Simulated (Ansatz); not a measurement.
# CH4BClOS: two geometries relaxed

Are the two ends of the rotation by 120° about the S1–C2 bond separate minima, and which lies lower? Each is relaxed from a guess. SMILES of the start: SCOBCl.

Method: RKS BLYP-D4/STO-3G, in Ansatz 0.2.0.

## Step 1: The starting structure

Bond lengths: S1–C2 1.756 Å, C2–O3 1.406 Å, O3–B4 1.577 Å, B4–Cl5 1.785 Å, S1–H6 1.398 Å, C2–H7 1.131 Å, C2–H8 1.100 Å, B4–H9 1.145 Å. Angles: S1–C2–O3 107.7°, S1–C2–H7 109.6°, S1–C2–H8 108.8°, O3–C2–H7 111.1°, O3–C2–H8 110.7°, H7–C2–H8 108.9°, C2–S1–H6 95.4°, C2–O3–B4 107.7°, O3–B4–Cl5 119.5°, O3–B4–H9 116.6°, Cl5–B4–H9 123.9°.

As a file:

```xyz
9

S    -2.3093    0.1706   -0.0596
C    -0.5891   -0.0552    0.2133
O     0.0667    0.1387   -1.0151
B     1.6109   -0.0707   -0.7735
Cl    2.6342    1.3332   -0.3644
H    -2.6818   -0.0282    1.2727
H    -0.2274    0.6838    0.9898
H    -0.4201   -1.0764    0.5869
H     2.0043   -1.1422   -0.8673
```

## Step 2: End point A

The input, input.yaml:

```yaml
crystal:
  periodic: [false, false, false]
  atoms:
    - { symbol: S, position_ang: [-2.3093, 0.1706, -0.0596] }
    - { symbol: C, position_ang: [-0.5891, -0.0552, 0.2133] }
    - { symbol: O, position_ang: [0.0667, 0.1387, -1.0151] }
    - { symbol: B, position_ang: [1.6109, -0.0707, -0.7735] }
    - { symbol: Cl, position_ang: [2.6342, 1.3332, -0.3644] }
    - { symbol: H, position_ang: [-2.6818, -0.0282, 1.2727] }
    - { symbol: H, position_ang: [-0.2274, 0.6838, 0.9898] }
    - { symbol: H, position_ang: [-0.4201, -1.0764, 0.5869] }
    - { symbol: H, position_ang: [2.0043, -1.1422, -0.8673] }
basis:
  gaussian: { orbitals: STO-3G }
hamiltonian:
  xc: blyp
  dispersion: d4
relax:
  f_tol: 0.015
  max_steps: 40
```

Started as:

```
$ ansatz run input.yaml --threads 1 --pin off --max-ram 2048MiB --backend cpu --events-out ev --progress --plain --runs-dir out
```

Standard output (excerpt; [...] marks lines left out):

```text
Warning: RAYON_NUM_THREADS=1 ignored (pool sized by the plan → 1); use --threads N
[...]
Functional definition: BLYP
[...]
515 factors; integrals over basis functions are off by at most 1.6e-5 eV
[...]
mean field -26873.42895980 eV, -987.5802988084 hartree, gradient 1.6e-5 eV, S^2 0.000000; 0 other end points of the search recorded, 0 dependent functions left out
[...]
reference -26873.42920779 eV, -987.5803079217 hartree; 28, 28 occupied and 9, 9 virtual orbitals, 515 factors
relax step   1: F+E_penalty+E_count = -26873.85927949 eV  Δ(F+E_penalty+E_count) = +0.000e0 eV  max|allowed force component| = 6.002e0 eV/Å  Δτ_max = 0.0000 Å  (24 SCF iters, accepted)
[...]
relax step   4: F+E_penalty+E_count = -26875.00092350 eV  Δ(F+E_penalty+E_count) = -1.755e-1 eV  max|allowed force component| = 6.434e-1 eV/Å  Δτ_max = 0.1996 Å  (32 SCF iters, accepted)
[...]
relax step   7: F+E_penalty+E_count = -26875.58633241 eV  Δ(F+E_penalty+E_count) = -1.988e-1 eV  max|allowed force component| = 7.297e-1 eV/Å  Δτ_max = 0.1957 Å  (33 SCF iters, accepted)
[...]
relax step  10: F+E_penalty+E_count = -26875.84471016 eV  Δ(F+E_penalty+E_count) = -3.525e-2 eV  max|allowed force component| = 8.955e-1 eV/Å  Δτ_max = 0.1954 Å  (26 SCF iters, accepted)
[...]
relax step  13: F+E_penalty+E_count = -26875.94123850 eV  Δ(F+E_penalty+E_count) = -1.083e-2 eV  max|allowed force component| = 5.839e-2 eV/Å  Δτ_max = 0.1576 Å  (25 SCF iters, accepted)
[...]
relax step  14: F+E_penalty+E_count = -26875.94320204 eV  Δ(F+E_penalty+E_count) = -1.964e-3 eV  max|allowed force component| = 1.010e-1 eV/Å  Δτ_max = 0.0727 Å  (26 SCF iters, accepted)
[...]
relax step  15: F+E_penalty+E_count = -26875.94488492 eV  Δ(F+E_penalty+E_count) = -1.683e-3 eV  max|allowed force component| = 1.215e-1 eV/Å  Δτ_max = 0.0382 Å  (27 SCF iters, accepted)
```

## Step 3: More of the same log: end point A relaxed

The log, continued (excerpt; [...] marks lines left out):

```text
[...]
515 factors; integrals over basis functions are off by at most 4.4e-5 eV
[...]
mean field -26875.52762899 eV, -987.6574234783 hartree, gradient 8.4e-6 eV, S^2 0.000000; 0 other end points of the search recorded, 0 dependent functions left out
[...]
reference -26875.52788684 eV, -987.6574329545 hartree; 28, 28 occupied and 9, 9 virtual orbitals, 515 factors
relax step  16: F+E_penalty+E_count = -26875.94822278 eV  Δ(F+E_penalty+E_count) = -3.338e-3 eV  max|allowed force component| = 9.021e-2 eV/Å  Δτ_max = 0.1059 Å  (27 SCF iters, accepted)
[...]
relax step  18: F+E_penalty+E_count = -26875.94894148 eV  Δ(F+E_penalty+E_count) = +8.275e-5 eV  max|allowed force component| = 1.860e-1 eV/Å  Δτ_max = 0.1394 Å  (26 SCF iters, rejected (line search))
[...]
Total energy: -26875.95122866 eV, -987.6729904791 hartree
Atom 0 at    -2.123435    -0.327423    -0.252774 Å, force    -0.001157     0.000191    -0.001509 eV/Å
Atom 1 at    -0.537552    -0.357799     0.663092 Å, force    -0.000940    -0.000179     0.002934 eV/Å
Atom 2 at     0.465206     0.646383     0.108063 Å, force     0.001549    -0.001952    -0.002056 eV/Å
Atom 3 at     1.424790     0.158319    -0.723754 Å, force    -0.003769     0.000009     0.003136 eV/Å
Atom 4 at     2.582124     1.380261    -1.399336 Å, force     0.003548     0.002490    -0.002315 eV/Å
Atom 5 at    -2.506913     0.887678     0.268642 Å, force     0.000698    -0.000742    -0.000195 eV/Å
Atom 6 at    -0.659021    -0.065934     1.735729 Å, force     0.000456    -0.000661     0.000471 eV/Å
Atom 7 at    -0.118392    -1.391704     0.605798 Å, force    -0.000582     0.000978     0.000358 eV/Å
Atom 8 at     1.561593    -0.976183    -1.022660 Å, force     0.000197    -0.000133    -0.000825 eV/Å
Dipole moment:    -0.611475    -0.297999     0.442902 e Å
```

Run time: 58 s. Hardware: 1 thread of Arm Neoverse V2, shared host; peak memory 0.16 GiB.

The steps of the relaxation:

| step | energy from step 1 (eV) | largest force component (eV/Å) |
| --- | --- | --- |
| 1 | 0.0000 | 6.0018 |
| 2 | -0.7247 | 2.9907 |
| 3 | -0.9662 | 1.1563 |
| 4 | -1.1416 | 0.6434 |
| 5 | -1.3242 | 0.6081 |
| 6 | -1.5283 | 0.9708 |
| 7 | -1.7271 | 0.7297 |
| 8 | -1.8799 | 0.3521 |
| 9 | -1.9502 | 0.3429 |
| 10 | -1.9854 | 0.8955 |
| 11 | -2.0361 | 0.3861 |
| 12 | -2.0711 | 0.1322 |
| 13 | -2.0820 | 0.0584 |
| 14 | -2.0839 | 0.1010 |
| 15 | -2.0856 | 0.1215 |
| 16 | -2.0889 | 0.0902 |
| 17 | -2.0897 | 0.0583 |
| 18x | -2.0897 | 0.1860 |
| 19 | -2.0910 | 0.0328 |
| 20x | -2.0908 | 0.1087 |
| 21 | -2.0910 | 0.0837 |
| 22 | -2.0915 | 0.0501 |
| 23 | -2.0916 | 0.0314 |
| 24 | -2.0916 | 0.0182 |
| 25 | -2.0917 | 0.0024 |
| 26 | -2.0917 | 0.0038 |

Step 1 is the start. 2 steps were tried and not accepted (marked x).

After: Bond lengths: S1–C2 1.832 Å, C2–O3 1.524 Å, O3–B4 1.360 Å, B4–Cl5 1.814 Å, S1–H6 1.377 Å, C2–H7 1.118 Å, C2–H8 1.117 Å, B4–H9 1.181 Å. Angles: S1–C2–O3 112.1°, S1–C2–H7 112.4°, S1–C2–H8 108.3°, O3–C2–H7 104.4°, O3–C2–H8 110.1°, H7–C2–H8 109.4°, C2–S1–H6 93.8°, C2–O3–B4 116.8°, O3–B4–Cl5 115.9°, O3–B4–H9 125.5°, Cl5–B4–H9 118.6°.

## Step 4: Relaxing end B

The second end starts from a geometry with the move made by hand.

The input, input.yaml:

```yaml
crystal:
  periodic: [false, false, false]
  atoms:
    - { symbol: S, position_ang: [-2.3093, 0.1706, -0.0596] }
    - { symbol: C, position_ang: [-0.5891, -0.0552, 0.2133] }
    - { symbol: O, position_ang: [-0.17968, 0.89581, 1.1644] }
    - { symbol: B, position_ang: [1.36629, 0.69927, 1.40546] }
    - { symbol: Cl, position_ang: [1.9209, -0.38273, 2.71203] }
    - { symbol: H, position_ang: [-2.6818, -0.0282, 1.2727] }
    - { symbol: H, position_ang: [-0.39769, -1.10794, 0.58071] }
    - { symbol: H, position_ang: [-0.05641, 0.09281, -0.73818] }
    - { symbol: H, position_ang: [2.0713, 1.26945, 0.70581] }
basis:
  gaussian: { orbitals: STO-3G }
hamiltonian:
  xc: blyp
  dispersion: d4
relax:
  f_tol: 0.015
  max_steps: 40
output:
  orbitals: {}
```

Started as:

```
$ ansatz run input.yaml --threads 1 --pin off --max-ram 2048MiB --backend cpu --events-out ev --progress --plain --runs-dir out
```

Standard output (excerpt; [...] marks lines left out):

```text
Warning: RAYON_NUM_THREADS=1 ignored (pool sized by the plan → 1); use --threads N
[...]
[... 1 set-up line as earlier in the session ...]
[...]
516 factors; integrals over basis functions are off by at most 1.9e-5 eV
[...]
mean field -26873.61171658 eV, -987.5870149962 hartree, gradient 2.1e-5 eV, S^2 0.000000; 0 other end points of the search recorded, 0 dependent functions left out
[...]
reference -26873.61196930 eV, -987.5870242833 hartree; 28, 28 occupied and 9, 9 virtual orbitals, 516 factors
relax step   1: F+E_penalty+E_count = -26874.04437198 eV  Δ(F+E_penalty+E_count) = +0.000e0 eV  max|allowed force component| = 5.873e0 eV/Å  Δτ_max = 0.0000 Å  (24 SCF iters, accepted)
[...]
relax step   4: F+E_penalty+E_count = -26875.15480467 eV  Δ(F+E_penalty+E_count) = -1.611e-1 eV  max|allowed force component| = 6.517e-1 eV/Å  Δτ_max = 0.1999 Å  (26 SCF iters, accepted)
[...]
relax step   7: F+E_penalty+E_count = -26875.65389147 eV  Δ(F+E_penalty+E_count) = -2.166e-1 eV  max|allowed force component| = 1.206e0 eV/Å  Δτ_max = 0.1939 Å  (32 SCF iters, accepted)
[...]
relax step  10: F+E_penalty+E_count = -26875.88038327 eV  Δ(F+E_penalty+E_count) = -4.043e-2 eV  max|allowed force component| = 7.504e-1 eV/Å  Δτ_max = 0.2000 Å  (33 SCF iters, accepted)
[...]
relax step  12: F+E_penalty+E_count = -26875.94173240 eV  Δ(F+E_penalty+E_count) = -8.837e-3 eV  max|allowed force component| = 8.829e-2 eV/Å  Δτ_max = 0.0383 Å  (27 SCF iters, accepted)
[...]
relax step  13: F+E_penalty+E_count = -26875.94329220 eV  Δ(F+E_penalty+E_count) = -1.560e-3 eV  max|allowed force component| = 7.043e-2 eV/Å  Δτ_max = 0.0258 Å  (27 SCF iters, accepted)
[...]
```

## Step 5: More of the same log: end point B relaxed

Output, continued:

```text
516 factors; integrals over basis functions are off by at most 4.2e-5 eV
mean field -26875.52317184 eV, -987.6572596811 hartree, gradient 1.6e-5 eV, S^2 0.000000; 0 other end points of the search recorded, 0 dependent functions left out
the calculation of the forces begins
reference -26875.52342878 eV, -987.6572691236 hartree; 28, 28 occupied and 9, 9 virtual orbitals, 516 factors
relax step  14: F+E_penalty+E_count = -26875.94368336 eV  Δ(F+E_penalty+E_count) = -3.912e-4 eV  max|allowed force component| = 2.456e-1 eV/Å  Δτ_max = 0.1954 Å  (26 SCF iters, accepted)
these checks for a lower state are left out or cut short: starts, cluster_reference, orbital_swaps, neighbouring_geometries, increment
516 factors; integrals over basis functions are off by at most 3.9e-5 eV
mean field -26875.52813522 eV, -987.6574420820 hartree, gradient 2.8e-5 eV, S^2 0.000000; 0 other end points of the search recorded, 0 dependent functions left out
the calculation of the forces begins
reference -26875.52839206 eV, -987.6574515208 hartree; 28, 28 occupied and 9, 9 virtual orbitals, 516 factors
relax step  15: F+E_penalty+E_count = -26875.94993851 eV  Δ(F+E_penalty+E_count) = -6.255e-3 eV  max|allowed force component| = 3.467e-2 eV/Å  Δτ_max = 0.0437 Å  (26 SCF iters, accepted)
these checks for a lower state are left out or cut short: starts, cluster_reference, orbital_swaps, neighbouring_geometries, increment
516 factors; integrals over basis functions are off by at most 3.7e-5 eV
mean field evaluation 128: about -26875.5282 eV, gradient 6.7e-6 eV
mean field -26875.52816713 eV, -987.6574432546 hartree, gradient 6.7e-6 eV, S^2 0.000000; 0 other end points of the search recorded, 0 dependent functions left out
the calculation of the forces begins
reference -26875.52842385 eV, -987.6574526890 hartree; 28, 28 occupied and 9, 9 virtual orbitals, 516 factors
relax step  16: F+E_penalty+E_count = -26875.95033806 eV  Δ(F+E_penalty+E_count) = -3.996e-4 eV  max|allowed force component| = 2.402e-2 eV/Å  Δτ_max = 0.0240 Å  (27 SCF iters, accepted)
these checks for a lower state are left out or cut short: starts, cluster_reference, orbital_swaps, neighbouring_geometries, increment
516 factors; integrals over basis functions are off by at most 3.1e-5 eV
mean field -26875.52741185 eV, -987.6574154986 hartree, gradient 7.8e-6 eV, S^2 0.000000; 0 other end points of the search recorded, 0 dependent functions left out
the calculation of the forces begins
reference -26875.52766827 eV, -987.6574249219 hartree; 28, 28 occupied and 9, 9 virtual orbitals, 516 factors
relax step  17: F+E_penalty+E_count = -26875.95074325 eV  Δ(F+E_penalty+E_count) = -4.052e-4 eV  max|allowed force component| = 7.012e-2 eV/Å  Δτ_max = 0.0703 Å  (27 SCF iters, accepted)
these checks for a lower state are left out or cut short: starts, cluster_reference, orbital_swaps, neighbouring_geometries, increment
516 factors; integrals over basis functions are off by at most 2.8e-5 eV
mean field -26875.52649627 eV, -987.6573818519 hartree, gradient 6.7e-6 eV, S^2 0.000000; 0 other end points of the search recorded, 0 dependent functions left out
the calculation of the forces begins
reference -26875.52675270 eV, -987.6573912752 hartree; 28, 28 occupied and 9, 9 virtual orbitals, 516 factors
relax step  18: F+E_penalty+E_count = -26875.95052605 eV  Δ(F+E_penalty+E_count) = +2.172e-4 eV  max|allowed force component| = 1.037e-1 eV/Å  Δτ_max = 0.0463 Å  (27 SCF iters, rejected (line search))
these checks for a lower state are left out or cut short: starts, cluster_reference, orbital_swaps, neighbouring_geometries, increment
516 factors; integrals over basis functions are off by at most 3.0e-5 eV
mean field -26875.52717074 eV, -987.6574066382 hartree, gradient 6.6e-6 eV, S^2 0.000000; 0 other end points of the search recorded, 0 dependent functions left out
the calculation of the forces begins
reference -26875.52742716 eV, -987.6574160614 hartree; 28, 28 occupied and 9, 9 virtual orbitals, 516 factors
relax step  19: F+E_penalty+E_count = -26875.95090847 eV  Δ(F+E_penalty+E_count) = -1.652e-4 eV  max|allowed force component| = 3.497e-2 eV/Å  Δτ_max = 0.0226 Å  (29 SCF iters, accepted)
these checks for a lower state are left out or cut short: starts, cluster_reference, orbital_swaps, neighbouring_geometries, increment
516 factors; integrals over basis functions are off by at most 2.9e-5 eV
mean field -26875.52695740 eV, -987.6573987979 hartree, gradient 6.6e-6 eV, S^2 0.000000; 0 other end points of the search recorded, 0 dependent functions left out
the calculation of the forces begins
reference -26875.52721379 eV, -987.6574082200 hartree; 28, 28 occupied and 9, 9 virtual orbitals, 516 factors
relax step  20: F+E_penalty+E_count = -26875.95094938 eV  Δ(F+E_penalty+E_count) = -4.090e-5 eV  max|allowed force component| = 1.946e-2 eV/Å  Δτ_max = 0.0139 Å  (28 SCF iters, accepted)
these checks for a lower state are left out or cut short: starts, cluster_reference, orbital_swaps, neighbouring_geometries, increment
516 factors; integrals over basis functions are off by at most 2.8e-5 eV
mean field evaluation 160: about -26875.5267 eV, gradient 1.3e-4 eV
mean field -26875.52667613 eV, -987.6573884615 hartree, gradient 6.6e-6 eV, S^2 0.000000; 0 other end points of the search recorded, 0 dependent functions left out
the calculation of the forces begins
reference -26875.52693252 eV, -987.6573978835 hartree; 28, 28 occupied and 9, 9 virtual orbitals, 516 factors
relax step  21: F+E_penalty+E_count = -26875.95096802 eV  Δ(F+E_penalty+E_count) = -1.864e-5 eV  max|allowed force component| = 7.138e-3 eV/Å  Δτ_max = 0.0165 Å  (29 SCF iters, accepted)
516 factors; integrals over basis functions are off by at most 2.8e-5 eV
mean field -26875.52667613 eV, -987.6573884615 hartree, gradient 6.6e-6 eV, S^2 0.000000; 1 other end points of the search recorded, 0 dependent functions left out
the calculation of the forces begins
reference -26875.52693252 eV, -987.6573978835 hartree; 28, 28 occupied and 9, 9 virtual orbitals, 516 factors
Total energy: -26875.95122441 eV, -987.6729903229 hartree
Atom 0 at    -2.085433     0.816879     0.236553 Å, force     0.002518    -0.002355    -0.000341 eV/Å
Atom 1 at    -0.592642    -0.239969     0.134144 Å, force    -0.007138     0.003209    -0.002856 eV/Å
Atom 2 at     0.205583    -0.233812     1.431924 Å, force     0.001957    -0.000940     0.003876 eV/Å
Atom 3 at     1.290817     0.585199     1.480223 Å, force     0.000835    -0.001248    -0.005102 eV/Å
Atom 4 at     2.201377     0.600740     3.048565 Å, force     0.001073     0.000726     0.003322 eV/Å
Atom 5 at    -2.752684    -0.048592     1.073829 Å, force    -0.000446    -0.000190     0.000011 eV/Å
Atom 6 at    -0.843013    -1.316889    -0.033288 Å, force    -0.000277     0.000174    -0.000043 eV/Å
Atom 7 at     0.040819     0.128309    -0.709031 Å, force     0.001581    -0.000414     0.000348 eV/Å
Atom 8 at     1.679687     1.262006     0.593712 Å, force    -0.000103     0.001037     0.000785 eV/Å
Dipole moment:    -0.559557    -0.214803    -0.546622 e Å
```

Run time: 48 s. Hardware: 1 thread of Arm Neoverse V2, shared host; peak memory 0.17 GiB.

Step by step:

| step | energy from step 1 (eV) | largest force component (eV/Å) |
| --- | --- | --- |
| 1 | 0.0000 | 5.8725 |
| 2 | -0.7718 | 3.0951 |
| 3 | -0.9493 | 1.3233 |
| 4 | -1.1104 | 0.6517 |
| 5 | -1.2275 | 0.7485 |
| 6 | -1.3929 | 0.8169 |
| 7 | -1.6095 | 1.2062 |
| 8 | -1.7949 | 0.7960 |
| 9 | -1.7956 | 1.9457 |
| 10 | -1.8360 | 0.7504 |
| 11 | -1.8885 | 0.2093 |
| 12 | -1.8974 | 0.0883 |
| 13 | -1.8989 | 0.0704 |
| 14 | -1.8993 | 0.2456 |
| 15 | -1.9056 | 0.0347 |
| 16 | -1.9060 | 0.0240 |
| 17 | -1.9064 | 0.0701 |
| 18x | -1.9062 | 0.1037 |
| 19 | -1.9065 | 0.0350 |
| 20 | -1.9066 | 0.0195 |
| 21 | -1.9066 | 0.0071 |

Step 1 is the start. 1 step was tried and not accepted (marked x).

After: Bond lengths: S1–C2 1.832 Å, C2–O3 1.524 Å, O3–B4 1.360 Å, B4–Cl5 1.814 Å, S1–H6 1.377 Å, C2–H7 1.118 Å, C2–H8 1.117 Å, B4–H9 1.181 Å. Angles: S1–C2–O3 112.1°, S1–C2–H7 112.4°, S1–C2–H8 108.3°, O3–C2–H7 104.4°, O3–C2–H8 110.2°, H7–C2–H8 109.4°, C2–S1–H6 93.8°, C2–O3–B4 116.8°, O3–B4–Cl5 115.9°, O3–B4–H9 125.5°, Cl5–B4–H9 118.6°.

## Step 6: Outcome

| quantity | value |
| --- | --- |
| end A | 23 moves, 2.092 eV lower |
| end B | 19 moves, 1.907 eV lower |
| largest difference between the ends | 0.01 Å |
| end B relative to end A | +0.000 eV |

**Reading.** The two relaxations end at one structure, within 0.01 Å: no second minimum was found from this start, which doesn't rule one out. The basis is very small, so the numbers are rough.
